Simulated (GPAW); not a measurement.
# AlN (P6_3mc) in GPAW: a series of runs, part 2 of 2

GPAW 26.7.0.

## (3) Single point, GLLB-SC

run.py reads:

```python
from ase import Atoms
from ase.dft.bandgap import bandgap
from ase.io import write
from gpaw import GPAW, PW

atoms = Atoms(['Al', 'Al', 'N', 'N'],
              cell=[[3.1129999991, 0.0, 0.0],
                    [-1.5564999996, 2.6959370812, 0.0],
                    [0.0, 0.0, 4.981]],
              scaled_positions=[[0.33333333, 0.66666667, 0.9990162],
                                [0.6666666633, 0.3333333367, 0.4990162],
                                [0.33333333, 0.66666667, 0.3809838],
                                [0.6666666633, 0.3333333367, 0.8809838]],
              pbc=True)

calc = GPAW(mode=PW(800),
            xc='GLLBSC',
            kpts={'size': (7, 7, 4), 'gamma': True},
            occupations={'name': 'fermi-dirac', 'width': 0.05},
            nbands=18,
            convergence={'density': 1e-05, 'energy': 1e-05},
            maxiter=150,
            txt='gpaw.txt')
atoms.calc = calc
energy = atoms.get_potential_energy()
calc.write('gs.gpw')
write('result.traj', atoms)
print('Fermi level:', round(calc.get_fermi_level(), 4), 'eV')
print(f'Gap: {bandgap(calc)[0]:.4f} eV, direct: {bandgap(calc, direct=True)[0]:.4f} eV')
```

Potentials or basis: the program's PAW data sets (release 1.2.1) made for this functional, pw.

The run is started by

```console
$ OMP_NUM_THREADS=1 python run.py
```

gpaw.txt:

```text
___ ___ ___ _ _ _
 |   |   |_  | | | |
 | | | | | . | | | |
 |__ |  _|___|_____|  26.7.0
 |___|_|

Input parameters:
  convergence: {density: 1e-05,
                energy: 1e-05}
  kpts: {gamma: True,
         size: (7, 7, 4)}
  maxiter: 150
  mode: {ecut: 800.0,
         name: pw}
  nbands: 18
  occupations: {name: fermi-dirac,
                width: 0.05}
  xc: GLLBSC

System changes: positions, numbers, cell, pbc, initial_charges, initial_magmoms

Initialize ...

species:
  Al:
    name:    Aluminium
    Z:       13.0
    valence: 3
    core:    10
    charge:  0.0  # [|e|]
    compensation charges:
      type: gauss
      rc: 0.34  # [Å]
      lmax: 2
    cutoffs:
      filter: 1.91  # [Å]
      core: 2.36  # [Å]
    projectors
    | kind |    occ | energy [eV] | rcut [Å] |
    |------|--------|-------------|----------|
    |   3s |  2.000 |      -7.950 |    1.085 |
    |   3p |  1.000 |      -3.225 |    1.085 |
    |    s |        |      19.261 |    1.085 |
    |    p |        |      23.986 |    1.085 |
    |    d |        |       0.000 |    1.085 |

    Using partial waves for Al as LCAO basis

  N:
    name:    Nitrogen
    Z:       7.0
    valence: 5
    core:    2
    charge:  0.0  # [|e|]
    compensation charges:
      type: gauss
      rc: 0.18  # [Å]
      lmax: 2
    cutoffs:
      filter: 1.11  # [Å]
      core: 0.96  # [Å]
    projectors
    | kind |    occ | energy [eV] | rcut [Å] |
    |------|--------|-------------|----------|
    |   2s |  2.000 |     -22.351 |    0.603 |
    |   2p |  3.000 |     -10.227 |    0.529 |
    |    s |        |       4.860 |    0.603 |
    |    p |        |      16.985 |    0.529 |
    |    d |        |       0.000 |    0.577 |

    Using partial waves for N as LCAO basis

Reference energy: -16130.728746  # eV

Spin-paired calculation

Convergence criteria:
 Maximum [total energy] change in last 3 cyles: 1e-05 eV / valence electron
 Maximum integral of absolute [dens]ity change: 1e-05 electrons / valence electron
 Maximum integral of absolute [eigenst]ate change: 4e-08 eV^2 / valence electron
 Maximum number of scf [iter]ations: 150
 (Square brackets indicate name in SCF output, whereas a 'c' in
 the SCF output indicates the quantity has converged.)

Symmetries present (total): 6

  ( 1  1  0)  ( 1  0  0)  ( 0  1  0)  ( 0 -1  0)  (-1  0  0)  (-1 -1  0)
  ( 0 -1  0)  ( 0  1  0)  (-1 -1  0)  (-1  0  0)  ( 1  1  0)  ( 1  0  0)
  ( 0  0  1)  ( 0  0  1)  ( 0  0  1)  ( 0  0  1)  ( 0  0  1)  ( 0  0  1)

196 k-points: 7 x 7 x 4 Monkhorst-Pack grid + [0.000000,0.000000,1/8]
28 k-points in the irreducible part of the Brillouin zone
       k-points in crystal coordinates                weights
   0:     0.00000000    0.00000000    0.00000000          1/196
   1:     0.00000000    0.00000000    0.25000000          2/196
   2:     0.00000000    0.00000000    0.50000000          1/196
   3:     0.14285714    0.00000000   -0.25000000          6/196
   4:     0.14285714    0.00000000    0.00000000          6/196
   5:     0.14285714    0.00000000    0.25000000          6/196
   6:     0.14285714    0.00000000    0.50000000          6/196
   7:     0.28571429   -0.14285714    0.00000000          6/196
   8:     0.28571429   -0.14285714    0.25000000         12/196
   9:     0.28571429   -0.14285714    0.50000000          6/196
          ...
  27:     0.42857143    0.42857143    0.50000000          6/196

Wave functions: Plane wave expansion
  Cutoff energy: 800.000 eV
  Number of coefficients (min, max): 2110, 2177
  Pulay-stress correction: 0.000000 eV/Ang^3 (de/decut=0.000000)
  Using FFTW library
  ScaLapack parameters: grid=1x1, blocksize=None
  Wavefunction extrapolation:
    Improved wavefunction reuse through dual PAW basis

Occupation numbers: Fermi-Dirac:
  width: 0.0500  # eV

Eigensolver
   Davidson(niter=2)

Densities:
  Coarse grid: 21*21*35 grid
  Fine grid: 42*42*70 grid
  Total Charge: 0.000000

Density mixing:
  Method: separate
  Backend: msr1
  Linear mixing parameter: 0.05
  old densities: 10
  Width of damping distribution: 1.1
  Damping of long wavelength oscillations: 20

Hamiltonian:
  XC and Coulomb potentials evaluated on a 42*42*70 grid
  Using the GLLBSC Exchange-Correlation functional
  External potential:
    NoExternalPotential

XC parameters: GLLBSC functional being used consists of
  -----------------------------------------------------------------------
  | Weight | Module     | Description                                   |
  -----------------------------------------------------------------------
  |  1.000 | SCREENING  | GGA_X_PBE_SOL with 2 nearest neighbor stencil |
  |  1.000 | RESPONSE   | eps=0.0500 eV                                 |
  |  1.000 | XC         | GGA_C_PBE_SOL with 2 nearest neighbor stencil |
  -----------------------------------------------------------------------

Number of atoms: 4
Number of atomic orbitals: 16
Number of bands in calculation: 18
Number of valence electrons: 16
Bands to converge: occupied

... initialized

Initializing position-dependent things.

Density initialized from atomic densities
Creating initial wave functions:
  16 bands from LCAO basis set
  2 bands from random numbers

        Al
           N

           Al
        N

Atomic positions and initial magnetic moments

Positions:
   0 Al    -0.000000    1.797291    4.976100    ( 0.0000,  0.0000,  0.0000)
   1 Al     1.556500    0.898646    2.485600    ( 0.0000,  0.0000,  0.0000)
   2 N     -0.000000    1.797291    1.897680    ( 0.0000,  0.0000,  0.0000)
   3 N      1.556500    0.898646    4.388180    ( 0.0000,  0.0000,  0.0000)

Unit cell:
           periodic     x           y           z      points  spacing
  1. axis:    yes    3.113000    0.000000    0.000000    21     0.1284
  2. axis:    yes   -1.556500    2.695937    0.000000    21     0.1284
  3. axis:    yes    0.000000    0.000000    4.981000    35     0.1423

  Lengths:   3.113000   3.113000   4.981000
  Angles:   90.000000  90.000000 120.000000

Effective grid spacing dv^(1/3) = 0.1394

iter:   1   -38.580159
iter:   2   -38.482747   -1.97  -0.51
iter:   3   -35.622159   -0.08  -0.53
iter:   4   -31.519393   -0.53  -0.53
iter:   5   -33.085547   -0.41  -1.03
iter:   6   -31.368274   -1.57  -0.89
iter:   7   -30.806444   -1.91  -1.33
iter:   8   -30.781302   -2.72  -2.05
iter:   9   -30.794875   -4.23  -2.65
iter:  10   -30.833837   -4.10  -2.69
iter:  11   -30.819911   -5.05  -2.69
iter:  12   -30.814811   -5.43  -3.19
iter:  13   -30.815043   -6.75  -4.40
iter:  14   -30.815528   -7.88c -4.32
iter:  15   -30.816034   -7.47c -4.82
iter:  16   -30.815757   -8.31c -4.74
iter:  17   -30.815604   -8.55c -4.57
iter:  18   -30.815539   -9.02c -5.14c
iter:  19   -30.815565c -10.48c -5.63c

Converged after 19 iterations.

Dipole moment: (0.000000, -0.000000, 1.483543) |e|*Ang

Energy contributions relative to reference atoms: (reference = -16130.728746)

Kinetic:        +46.428538
Potential:      -38.725072
External:        +0.000000
XC:             -38.743658
Entropy (-ST):   -0.000000
Local:           +0.224627
SIC:             +0.000000
--------------------------
Free energy:    -30.815565
Extrapolated:   -30.815565

GLLBSC response reference energy: 4.29259 eV (from HOMO)

Showing only first 2 kpts
 Kpt  Band  Eigenvalues  Occupancy
  0     6      4.08906    2.00000
  0     7      4.29258    2.00000
  0     8      8.93194    0.00000
  0     9     11.84361    0.00000

  1     6      3.99561    2.00000
  1     7      3.99564    2.00000
  1     8      9.85920    0.00000
  1     9     11.85267    0.00000

Fermi level: 7.55181

Gap: 4.639 eV
Transition (v -> c):
  (s=0, k=0, n=7, [0.00, 0.00, 0.00]) -> (s=0, k=0, n=8, [0.00, 0.00, 0.00])
No difference between direct/indirect transitions
Writing to gs.gpw (mode='')
```

Run time: 39 s. Hardware: 1 thread of AMD EPYC 7R43 (Zen 3), shared host; peak memory 0.19 GiB.

Results:

```yaml
Band_gap_on_the_k_mesh_Kohn-Sham_part_alone: 4.64 eV, direct
```

Levels at points of the mesh, in eV from the valence-band top:
| k point | band 4 | band 5 | band 6 | band 7 | band 8 | band 9 | band 10 | band 11 | band 12 | band 13 |
| --- | --- | --- | --- | --- | --- | --- | --- | --- | --- | --- |
| (0.00, 0.00, 0.00) | -0.81 | -0.81 | -0.20 | -0.20 | 0.00 | 4.64 | 7.55 | 11.19 | 12.18 | 12.18 |
| (0.00, 0.00, 0.50) | -3.11 | -0.52 | -0.52 | -0.52 | -0.52 | 6.97 | 6.97 | 11.28 | 11.28 | 12.48 |

Caveat: a model potential gives levels but no total energy.

## (4) Single point, TB-mBJ

Changes to run.py since step 3:

```diff
@@ -16,3 +16,3 @@
 calc = GPAW(mode=PW(800),
-            xc='GLLBSC',
+            xc='TB09',
             kpts={'size': (7, 7, 4), 'gamma': True},
@@ -21,2 +21,3 @@
             convergence={'density': 1e-05, 'energy': 1e-05},
+            eigensolver='cg',
             maxiter=150,
```

Potentials or basis: GPAW PAW data sets for LDA (gpaw-data 1.2.1), pw.

The run is started by

```console
$ OMP_NUM_THREADS=1 python run.py
```

Run time: 1.8 min. Hardware: 1 thread of AMD EPYC 7R43 (Zen 3), shared host; peak memory 0.23 GiB.

The run converged. Its results:

* Band gap on the k mesh: 5.73 eV, direct

Levels at points of the mesh, in eV from the valence-band top:
```csv
k point,band 4,band 5,band 6,band 7,band 8,band 9,band 10,band 11,band 12,band 13
"(0.00, 0.00, 0.00)",-0.84,-0.84,-0.23,-0.23,0.00,5.73,8.25,12.46,12.65,12.65
"(0.00, 0.00, 0.50)",-3.01,-0.55,-0.55,-0.55,-0.55,7.95,7.95,12.07,12.07,12.94
```

Caveat: a model potential gives levels but no total energy.

## (5) Overview

```tsv
task	level	potentials or basis	band path	band points	gap on the mesh (eV)
band structure	LDA	the program's PAW data sets (release 1.2.1) made for this functional, pw	GMKGALHA,LM,KH	100	4.25
single point	GLLB-SC	the program's PAW data sets (release 1.2.1) made for this functional, pw	-	-	-
single point	TB-mBJ	GPAW PAW data sets for LDA (gpaw-data 1.2.1), pw	-	-	5.73
```

Alike in all rows: no spin polarisation; cell as given; k mesh 7 × 7 × 4; cutoff (eV) 800; smearing fermi-dirac 0.05 eV.

Caveats: a model potential gives levels but no total energy (some runs).

Total energies depend on the potentials used, so only differences within one code and one set of settings carry meaning.

## (6) Against experiment

Step 2. Measured gap of AlN: 6.0343 eV (an exciton energy, a little under the gap; 0 K; quoted in “Structural and optical properties of self-assembled AlN nanowires grown on SiO2/Si substrates by molecular beam epitaxy”, 2024, arxiv:2402.00216). This calculation gives 4.25 eV (-1.79 eV). 2 values of this kind are on record (6.034 to 6.0343 eV); this one was drawn at random. The value is that of LDA, without temperature or zero-point motion. Semilocal functionals fall short of measured gaps as a rule.

Step 3. The gap isn't set beside the deposited one, since the derivative discontinuity is missing.

Step 4. Measured gap of AlN: 6.0343 eV (an exciton energy, a little under the gap; 0 K; quoted in “Structural and optical properties of self-assembled AlN nanowires grown on SiO2/Si substrates by molecular beam epitaxy”, 2024, arxiv:2402.00216). This calculation gives 5.73 eV (-0.31 eV). 2 values of this kind are on record (6.034 to 6.0343 eV); this one was drawn at random. The value is that of TB-mBJ, without temperature or zero-point motion.
